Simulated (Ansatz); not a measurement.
# F5H3OW: the cost of one run

All numbers below are computed with Ansatz 0.2.0 (RKS B3LYP-D4/def2-SVP).

### 1 The structure to begin with

Bond lengths: W1–O2 2.290 Å, O2–H3 1.010 Å, W1–F4 1.850 Å, W1–F5 1.850 Å, W1–F6 1.850 Å, W1–F7 1.850 Å, W1–F8 1.850 Å, W1–H9 2.020 Å, W1–H10 2.185 Å. Angles (14 of 29 angles, heavy atoms first): O2–W1–F4 90.0°, O2–W1–F5 90.0°, O2–W1–F6 90.0°, O2–W1–F7 90.0°, O2–W1–F8 180.0°, F4–W1–F5 90.0°, F4–W1–F6 180.0°, F4–W1–F7 90.0°, F4–W1–F8 90.0°, F5–W1–F6 90.0°, F5–W1–F7 180.0°, F5–W1–F8 90.0°, F6–W1–F7 90.0°, F6–W1–F8 90.0°.

As a file:

```xyz
10

W     0.0000    0.0000    0.0000
O     0.0000    0.0000    2.2900
H    -0.9095   -0.2814    2.6271
F     1.8500    0.0000    0.0000
F     0.0000    1.8500    0.0000
F    -1.8500    0.0000    0.0000
F     0.0000   -1.8500    0.0000
F     0.0000    0.0000   -1.8500
H     1.3275    1.3829    0.6370
H     1.0111    1.0533    1.6250
```

### 2 Pulling towards end A

Springs on the bonds that form and break draw the guess towards this end; the thresholds are loose.

input.yaml

```yaml
crystal:
  periodic: [false, false, false]
  atoms:
    - { symbol: W, position_ang: [0.0, 0.0, 0.0] }
    - { symbol: O, position_ang: [0.0, 0.0, 2.29] }
    - { symbol: H, position_ang: [-0.9095, -0.2814, 2.6271] }
    - { symbol: F, position_ang: [1.85, 0.0, 0.0] }
    - { symbol: F, position_ang: [0.0, 1.85, 0.0] }
    - { symbol: F, position_ang: [-1.85, 0.0, 0.0] }
    - { symbol: F, position_ang: [0.0, -1.85, 0.0] }
    - { symbol: F, position_ang: [0.0, 0.0, -1.85] }
    - { symbol: H, position_ang: [1.3275, 1.3829, 0.637] }
    - { symbol: H, position_ang: [1.0111, 1.0533, 1.625] }
basis:
  gaussian: { orbitals: def2-SVP }
hamiltonian:
  xc: b3lyp
  dispersion: d4
relax:
  f_tol: 0.15
  max_steps: 25
  restrain:
    - { distance: [0, 8], at: 2.92, k: 30.0 }
    - { distance: [9, 1], at: 2.21, k: 30.0 }
    - { distance: [0, 1], at: 1.94, k: 30.0 }
    - { distance: [9, 8], at: 0.66, k: 30.0 }
output:
  orbitals: {}
```

The run is started by

```console
ansatz run input.yaml --threads 4 --pin off --max-ram 5120MiB --backend cpu --events-out ev --progress --plain --runs-dir out
```

Q: Estimate wall time and peak memory on 4 threads of Intel Xeon 6975P-C (Granite Rapids), shared host.

About 16 s, with a peak of 0.38 GiB.
